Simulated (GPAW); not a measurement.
Input of a GPAW 26.7.0 run:

File run.py:

```python
from ase import Atoms
from ase.dft.bandgap import bandgap
from ase.io import write
from ase.units import GPa
from gpaw import GPAW, PW

atoms = Atoms(['W', 'V', 'C', 'C'],
              cell=[[1.5170411163, 0.8758640969, 4.933893193],
                    [-1.5170411163, 0.8758640969, 4.933893193],
                    [0.0, -1.7517281937, 4.933893193]],
              scaled_positions=[[0.0, 0.0, 0.0],
                                [0.5, 0.5, 0.5],
                                [0.246494, 0.246494, 0.246494],
                                [0.753506, 0.753506, 0.753506]],
              pbc=True)
atoms.set_initial_magnetic_moments([0.0, 3.0, 0.0, 0.0])

calc = GPAW(mode=PW(600),
            xc='PBE',
            kpts={'size': (8, 8, 8), 'gamma': True},
            occupations={'name': 'fermi-dirac', 'width': 0.05},
            nbands=33,
            maxiter=120,
            txt='gpaw.txt')
atoms.calc = calc
energy = atoms.get_potential_energy()
forces = atoms.get_forces()
stress = atoms.get_stress()
calc.write('gs.gpw')
write('result.traj', atoms)
print(f'Energy: {energy:.6f} eV')
print('Forces (eV/A):')
print(forces.round(4))
print('Stress (GPa):', (stress / GPa).round(3))
print('Moments:', calc.get_magnetic_moments().round(3))
print('Fermi level:', round(calc.get_fermi_level(), 4), 'eV')
print(f'Gap: {bandgap(calc)[0]:.4f} eV, direct: {bandgap(calc, direct=True)[0]:.4f} eV')
```

Potentials or basis: GPAW PAW data sets (gpaw-data 1.2.1), pw.

Run with:

```bash
$ OMP_NUM_THREADS=1 python run.py
```

Q: What does it give for the net moment?

A: 0.00 μB per cell.

Q: What does it give for the pressure?

A: -0.9 GPa.

Forces in eV/Å, atoms in the order of the input:
```
W    0.000  0.000  0.000
V    0.000  0.000  0.000
C    0.000  0.000  0.178
C    0.000  0.000 -0.178
```

Caveat: the cutoff is short for stress and forces, so pressures can be off by a GPa or more; the program warned that so skewed a cell can give wrong results. The run has no spin-orbit coupling, so splittings on W are missing.
